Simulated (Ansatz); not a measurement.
# CH7FSi2, SMILES FC[SiH2][SiH3]: an atomisation energy

Program: the Python package of Ansatz (0.2.0).

Interactive session:
```pycon
>>> from collections import Counter
>>> import ansatz as az
>>> def total_energy(molecule, charge=0, unpaired=0):
...     calc = molecule.calculation().basis(gaussian="6-31G*").functional("b3lyp")
...     if charge:
...         calc = calc.charge(charge)
...     if unpaired:
...         calc = calc.spin("collinear", total=unpaired)
...     report = calc.run(threads=1).report
...     if report["published_state_doubts"]:
...         print("  doubts:", report["published_state_doubts"])
...     return report["free_energy_ev"]
...
>>> geometry_ang = [
...     ("F", [-1.7256, 1.2698, -0.2022]),
...     ("C", [-0.6126, 1.4714, 0.473]),
...     ("Si", [0.0707, -0.1714, 0.8569]),
...     ("Si", [0.5956, -1.2598, -1.1094]),
...     ("H", [-0.8375, 2.0377, 1.3602]),
...     ("H", [0.0585, 2.0962, -0.1466]),
...     ("H", [1.4025, -0.0019, 1.6349]),
...     ("H", [-0.7721, -0.9535, 1.7316]),
...     ("H", [1.2011, -2.5534, -0.8015]),
...     ("H", [-0.7283, -1.5414, -1.8368]),
...     ("H", [1.413, -0.4508, -1.9396]),
... ]
>>> geometry = az.Crystal.molecule()
>>> for symbol, xyz in geometry_ang:
...     geometry = geometry.atom(symbol, xyz)
...
>>> # Hund ground states
>>> unpaired = {"F": 1, "C": 2, "Si": 2, "H": 1}
>>> counts = Counter(site.symbol for site in geometry.cartesian_sites)
>>> atom_energy = {s: total_energy(az.Crystal.molecule().atom(s, (0, 0, 0)), 0, unpaired[s]) for s in counts}
>>> whole = total_energy(geometry, 0, 0)
>>> for s, e in atom_energy.items():
...     print(f"{s:2s} x{counts[s]}  {e:14.5f} eV")
...
F  x1     -2713.39783 eV
C  x1     -1029.84974 eV
Si x2     -7874.20605 eV
H  x7       -13.61312 eV
>>> print(f"CH7FSi2: {whole:.5f} eV")
CH7FSi2: -19622.29287 eV
>>> split = sum(counts[s] * e for s, e in atom_energy.items()) - whole
>>> print(f"atomisation energy (no zero-point term): {23.060548 * split:.1f} kcal/mol, {split / sum(counts.values()):.3f} eV an atom")
atomisation energy (no zero-point term): 815.0 kcal/mol, 3.213 eV an atom
```

815.0 kcal/mol from the electronic energies, without the zero-point term.

Total energies depend on the basis set; only differences at equal settings carry meaning. The geometry is a force-field or estimated start, not a minimum of this method, and the basis set is short of its limit. All parts are taken at fixed geometry, without zero-point energy. b3lyp holds the VWN-RPA fit, as in Gaussian; the form of ORCA and Turbomole is b3lyp5. Wall time of the script: 4.8 s on 1 thread of Arm Neoverse V1, on a shared host, peak memory 0.22 GiB.
